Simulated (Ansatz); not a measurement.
**Hf3SnS8: one candidate of a structure search**

Where does this trial cell of Hf3SnS8 go when cell and atoms are let free, and does the end survive a random kick?

Computed with Ansatz 0.2.0 (DFT PBE, scalar-relativistic, plane waves, PAW, unless a step's input says otherwise).

### Step 1. The structure to begin with

Symmetry: P-3m1, No. 164, trigonal system. Conventional cell: a = 3.664 Å, b = 3.664 Å, c = 27.472 Å, α = 90.00°, β = 90.00°, γ = 120.00°. Hf (site symmetry 3m) is surrounded by 6 S at 2.56 Å. Hf (site symmetry -3m) is surrounded by 6 S at 2.56 Å. Around Sn (site symmetry -3m) lie 6 S at 2.59 Å. S (site symmetry 3m) is surrounded by 3 Sn at 2.59 Å. S (site symmetry 3m) is surrounded by 3 Hf at 2.56 Å.

Coordinates:

```cif
data_structure
_symmetry_space_group_name_H-M 'P 1'
_symmetry_Int_Tables_number 1
_cell_length_a 3.6639
_cell_length_b 3.6639
_cell_length_c 27.4723
_cell_angle_alpha 90.000
_cell_angle_beta 90.000
_cell_angle_gamma 120.000
_cell_volume 319.39
loop_
_atom_site_label
_atom_site_type_symbol
_atom_site_fract_x
_atom_site_fract_y
_atom_site_fract_z
_atom_site_occupancy
Hf1 Hf 0.00000 0.00000 0.25169 1
Hf2 Hf 0.00000 0.00000 0.50000 1
Hf3 Hf 0.00000 0.00000 0.74831 1
Sn1 Sn 0.00000 0.00000 0.00000 1
S1 S 0.33333 0.66667 0.05428 1
S2 S 0.33333 0.66667 0.30414 1
S3 S 0.33333 0.66667 0.55245 1
S4 S 0.33333 0.66667 0.80076 1
S5 S 0.66667 0.33333 0.19924 1
S6 S 0.66667 0.33333 0.44755 1
S7 S 0.66667 0.33333 0.69586 1
S8 S 0.66667 0.33333 0.94572 1
```

The start is the relaxed end of an invented cell (made as: elements ordered on the sites of the SnS2 type, Sn/Hf on Sn (P-3m1, No. 164)), taken up again for a closer look.

### Step 2. Probe: one point on a coarse mesh

The input, input.yaml:

```yaml
crystal:
  lattice:
    - [3.6639391, 0.0, 0.0]
    - [-1.8319695, 3.1730643, 0.0]
    - [0.0, 0.0, 27.4723053]
  atoms:
    - { symbol: Hf, position: [0.0, 0.0, 0.251692] }
    - { symbol: Hf, position: [0.0, 0.0, 0.5] }
    - { symbol: Hf, position: [0.0, 0.0, 0.748308] }
    - { symbol: Sn, position: [0.0, 0.0, 0.0] }
    - { symbol: S, position: [0.3333333, 0.6666667, 0.05428] }
    - { symbol: S, position: [0.3333333, 0.6666667, 0.304141] }
    - { symbol: S, position: [0.3333333, 0.6666667, 0.552449] }
    - { symbol: S, position: [0.3333333, 0.6666667, 0.80076] }
    - { symbol: S, position: [0.6666667, 0.3333333, 0.19924] }
    - { symbol: S, position: [0.6666667, 0.3333333, 0.447551] }
    - { symbol: S, position: [0.6666667, 0.3333333, 0.695859] }
    - { symbol: S, position: [0.6666667, 0.3333333, 0.94572] }
basis:
  ecutwfc: 420
kpoints:
  mp_grid: { grid: [6, 6, 1] }
hamiltonian:
  xc: pbe
scf:
  occupations: { method: gaussian, width: 0.1 }
  lower_state_search: "off"
output:
  forces: true
  stress: true
  eigenvalues: true
```

The run is started by

```sh
> ansatz run input.yaml --threads 4 --pin off --max-ram 8192MiB --backend cpu --events-out ev --progress --plain --runs-dir out
```

Further runs follow: final relaxation; reference for the kick test; kicked and relaxed without symmetry.

**Question.** What will these runs give? Wanted: conventional cell; volume; energy over the elements, grey Sn; gap on the mesh.

As calculated:

```
                              quantity                                                                        value
symmetry at the end (tolerance 0.02 Å)                                                  space group P-3m1 (No. 164)
                     conventional cell  a = 3.664 Å, b = 3.664 Å, c = 27.472 Å, α = 90.00°, β = 90.00°, γ = 120.00°
                                volume                                                                26.62 Å³/atom
     energy over the elements, grey Sn                                                                -1.28 eV/atom
                       gap on the mesh                                                                      1.20 eV
```

The space group P-3m1 (No. 164) is kept, at nearly the size of the first guess. It lies below the elements, which doesn't yet make it stable: competing phases were not computed in this session. The kick test gives no clear verdict at this accuracy. Spin-orbit coupling is left out, which matters for the bands of Hf. Where a structure here is layered, its layers are held mostly by dispersion, which this level lacks, so their spacing and the stiffness across them are unreliable there.
